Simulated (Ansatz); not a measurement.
**LaPd3P (I-43m): from the first guess to the electronic structure**

Aim: bring LaPd3P (I-43m) to zero pressure, then compute its bands, density of states and charges.

Method: DFT PBE, scalar-relativistic, plane waves, PAW, in Ansatz 0.2.0.

## (1) Starting point

Symmetry: I-43m, No. 217, cubic system. The conventional cell has a = 9.032 Å, b = 9.032 Å, c = 9.032 Å, α = 90.00°, β = 90.00°, γ = 90.00°. La (site symmetry -43m) is surrounded by 4 P at 3.03 Å and 12 Pd at 3.47 Å. La (site symmetry -42m) is surrounded by 12 Pd at 2.98 to 3.23 Å. Pd (site symmetry m) is surrounded by 2 P at 2.38 to 2.39 Å. P (site symmetry 3m) has 6 Pd at 2.38 to 2.39 Å and 1 La at 3.03 Å as nearest neighbours.

As a file:

```xyz
20
Lattice="-4.5159 4.5159 4.5159 4.5159 -4.5159 4.5159 4.5159 4.5159 -4.5159" Properties=species:S:1:pos:R:3 pbc="T T T"
La    0.0000    0.0000    0.0000
La    4.5159    0.0000    0.0000
La    0.0000    4.5159    0.0000
La    0.0000    0.0000    4.5159
Pd    2.4331    2.4331    0.4263
Pd   -2.0827    2.0827    4.0896
Pd    2.0827    2.0827    4.9421
Pd    2.0827   -2.0827    4.0896
Pd    0.4263    2.4331    2.4331
Pd   -0.4263    2.4331    6.5986
Pd    4.9421    2.0827    2.0827
Pd    4.0896    2.0827   -2.0827
Pd    2.4331    0.4263    2.4331
Pd    2.0827    4.0896   -2.0827
Pd    2.0827    4.9421    2.0827
Pd    2.4331   -0.4263    6.5986
P     2.7682    2.7682    2.7682
P    -1.7476    1.7476    1.7476
P     1.7476    1.7476   -1.7476
P     1.7476   -1.7476    1.7476
```

## (2) Relaxing cell and atoms

input.yaml

```yaml
crystal:
  lattice:
    - [-4.51585, 4.51585, 4.51585]
    - [4.51585, -4.51585, 4.51585]
    - [4.51585, 4.51585, -4.51585]
  atoms:
    - { symbol: La, position: [0.0, 0.0, 0.0] }
    - { symbol: La, position: [0.0, 0.5, 0.5] }
    - { symbol: La, position: [0.5, 0.0, 0.5] }
    - { symbol: La, position: [0.5, 0.5, 0.0] }
    - { symbol: Pd, position: [0.3166, 0.3166, 0.5388] }
    - { symbol: Pd, position: [0.6834, 0.2222, 0.0] }
    - { symbol: Pd, position: [0.7778, 0.7778, 0.4612] }
    - { symbol: Pd, position: [0.2222, 0.6834, 0.0] }
    - { symbol: Pd, position: [0.5388, 0.3166, 0.3166] }
    - { symbol: Pd, position: [1.0, 0.6834, 0.2222] }
    - { symbol: Pd, position: [0.4612, 0.7778, 0.7778] }
    - { symbol: Pd, position: [0.0, 0.2222, 0.6834] }
    - { symbol: Pd, position: [0.3166, 0.5388, 0.3166] }
    - { symbol: Pd, position: [0.2222, 0.0, 0.6834] }
    - { symbol: Pd, position: [0.7778, 0.4612, 0.7778] }
    - { symbol: Pd, position: [0.6834, 1.0, 0.2222] }
    - { symbol: P, position: [0.613, 0.613, 0.613] }
    - { symbol: P, position: [0.387, 0.0, 0.0] }
    - { symbol: P, position: [0.0, 0.0, 0.387] }
    - { symbol: P, position: [0.0, 0.387, 0.0] }
basis:
  ecutwfc: 420
  ecutrho_ratio: 4
kpoints:
  mp_grid: { grid: [6, 6, 6] }
hamiltonian:
  xc: pbe
scf:
  occupations: { method: gaussian, width: 0.05 }
output:
  forces: true
  stress: true
  eigenvalues: true
relax:
  f_tol: 0.01
  max_steps: 60
  cell: { stress_tol: 0.04 }
```

On the command line:

```bash
$ ansatz run input.yaml --threads 4 --pin off --max-ram 10240MiB --backend cpu --events-out ev --progress --plain --runs-dir out
```

Further steps of the session: Bands and density of states at the final cell.

**Question.** What will these runs give? Wanted: space group; conventional cell; volume; pressure; gap; states at the Fermi level.

As calculated:

| quantity | value |
| --- | --- |
| space group | I-43m (No. 217) |
| conventional cell | a = 9.114 Å, b = 9.114 Å, c = 9.114 Å, α = 90.00°, β = 90.00°, γ = 90.00° |
| volume | 18.929 Å³/atom |
| pressure | -0.03 GPa |
| gap | none (metal) |
| states at the Fermi level | about 8.7 (mean within 0.5 eV; 0.53 at the level itself) per eV per cell |

**Reading.** From the first run shown, the volume went from 18.42 to 18.93 Å³/atom (+2.8 %) in one relaxation, where the pressure is zero within 0.03 GPa. It comes out metallic; the largest share of the states at the Fermi level is Pd 4d (50 % of the projected weight, then P 3p with 28 %).
